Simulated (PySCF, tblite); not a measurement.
# ClH3O3Ti, a small molecule taken as a stand-in for a surface group (titanium hydroxide): NMR shifts, core binding energies and electronic excitations

Aim: the NMR shifts, core binding energies and electronic excitations of `[OH][Ti]([OH])([OH])[Cl]`.

Computed with tblite 0.8.0 and PySCF 2.14.0; each step states its level. No surroundings beyond the atoms listed, unless a continuum is named. Atoms count from 0, parts from 1.

### Step 1. The system as given

8 atoms, charge 0, multiplicity 1; geometry: distance geometry start.

### Step 2. Relaxing the cluster with GFN2-xTB

The job: settings as JSON, then the geometry in Å.

```
{"job": {"kind": "relax", "xc": "GFN2-xTB", "basis": "xTB"}, "charge": 0, "multiplicity": 1}
O      1.497938     0.690651     1.679566
Ti     0.755406     1.080952    -0.074002
O      2.197064     1.662402    -1.264689
O     -0.053967    -0.530046    -0.790597
Cl    -0.764099     2.715310     0.096880
H      1.763201    -0.187003     1.996106
H      3.028319     1.159678    -1.403930
H     -0.399729    -1.252831    -0.255577
```

Level: GFN2-xTB geometry optimisation, gas phase.

On the command line:

```
$ OMP_NUM_THREADS=1 python cluster_run.py task.json out
```

One launch serves the whole session: the jobs run in the order shown.

**Question.** The jobs that follow are: PBE0-D3(BJ)/def2-SVP geometry optimisation, gas phase; GIAO PBE0/pcSseg-2 NMR shielding, non-relativistic, gas phase; delta-SCF UKS SCAN, pcX-2 on the ionised atom, pcseg-1 elsewhere, spin-free X2C; TDDFT CAM-B3LYP/def2-SVPD, vertical, gas phase, core orbitals frozen in the response. Predict: point group; rotational constants (main isotopes); 1H shifts against TMS (PBE0/pcSseg-2, means over atoms taken as alike); 17O shifts against H2O (PBE0/pcSseg-2, means over atoms taken as alike); 35Cl shifts against HCl (PBE0/pcSseg-2); shieldings of Ti (PBE0/pcSseg-2); O1s binding energies, SCAN/pcX-2; Cl2p binding energies, SCAN/pcX-2; lowest singlet (CAM-B3LYP/def2-SVPD); brightest single state of those computed; lowest triplet; vertical ionisation energy (ΔSCF); vertical electron affinity (ΔSCF).

As calculated:

| quantity | value |
| --- | --- |
| point group | C3 |
| rotational constants (main isotopes) | 3.38, 2.02, 2.02 GHz |
| 1H shifts against TMS (PBE0/pcSseg-2, means over atoms taken as alike) | 7.50 ppm |
| 17O shifts against H2O (PBE0/pcSseg-2, means over atoms taken as alike) | 348.9 ppm |
| 35Cl shifts against HCl (PBE0/pcSseg-2) | 441 ppm |
| shieldings of Ti (PBE0/pcSseg-2) | Ti1 -244.5 ppm |
| O1s binding energies, SCAN/pcX-2 | O0 538.29 eV |
| Cl2p binding energies, SCAN/pcX-2 | Cl4 205.44 eV |
| lowest singlet (CAM-B3LYP/def2-SVPD) | 5.35 eV (232 nm), f = 0.000 |
| brightest single state of those computed | state 4, 5.69 eV, f = 0.050 |
| lowest triplet | 5.13 eV |
| vertical ionisation energy (ΔSCF) | 11.11 eV |
| vertical electron affinity (ΔSCF) | 0.36 eV |

**Reading.** Relaxing lowered the energy by 0.496 eV in 16 steps; the close pair that moved most is Ti1–O3, from 1.671 to 1.767 Å (PBE0/def2-SVP). No frequency check was run at this level, so the end point may be a saddle. At PBE0/pcSseg-2: The largest span, 759 ppm, is at Cl4, where the paramagnetic term is -649 ppm. The lowest singlet, at 5.35 eV, is HOMO−1→LUMO 0.50, HOMO→LUMO+1 0.40 and is dark; of the 6 states computed, the strongest absorption comes from state 4 at 5.69 eV. The lowest triplet lies 0.22 eV below the lowest singlet (triplets in Tamm-Dancoff, singlets in full TDDFT). ΔSCF puts the ionisation energy at 11.11 eV, 1.05 eV above −ε(HOMO).
